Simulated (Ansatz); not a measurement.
# BFH3NO: the cost of one run

Program: Ansatz 0.2.0. Level of theory: RKS BHLYP-D4/STO-3G. These are calculated values, not measurements.

## 1. Starting point

Bond lengths: B1–F2 1.320 Å, B1–O3 1.410 Å, O3–H4 1.010 Å, B1–N5 1.550 Å, N5–H6 1.060 Å, N5–H7 1.060 Å. Angles: F2–B1–O3 120.0°, F2–B1–N5 120.0°, O3–B1–N5 120.0°, B1–O3–H4 109.5°, B1–N5–H6 120.0°, B1–N5–H7 120.0°, H6–N5–H7 120.0°.

Coordinates:

```xyz
7

B     0.0000    0.0000    0.0000
F     0.0000    0.0000    1.3200
O     1.2211    0.0000   -0.7050
H     1.5209   -0.9519   -0.8599
N    -1.3423    0.0000   -0.7750
H    -2.0112   -0.8164   -0.6764
H    -1.5914    0.8164   -1.4036
```

## 2. Preparing the start

File input.yaml:

```yaml
crystal:
  periodic: [false, false, false]
  atoms:
    - { symbol: B, position_ang: [0.0, 0.0, 0.0] }
    - { symbol: F, position_ang: [0.0, 0.0, 1.32] }
    - { symbol: O, position_ang: [1.2211, 0.0, -0.705] }
    - { symbol: H, position_ang: [1.5209, -0.9519, -0.8599] }
    - { symbol: "N", position_ang: [-1.3423, 0.0, -0.775] }
    - { symbol: H, position_ang: [-2.0112, -0.8164, -0.6764] }
    - { symbol: H, position_ang: [-1.5914, 0.8164, -1.4036] }
basis:
  gaussian: { orbitals: STO-3G }
hamiltonian:
  xc: { name: BHLYP }
  dispersion: d4
relax:
  f_tol: 0.02
  max_steps: 40
```

The run is started by

```
$ ansatz run input.yaml --threads 1 --pin off --max-ram 2048MiB --backend cpu --events-out ev --progress --plain --runs-dir out
```

Q: Estimate wall time and peak memory on 1 thread of Arm Neoverse V1, shared host.

About 18 s, with a peak of 0.13 GiB.
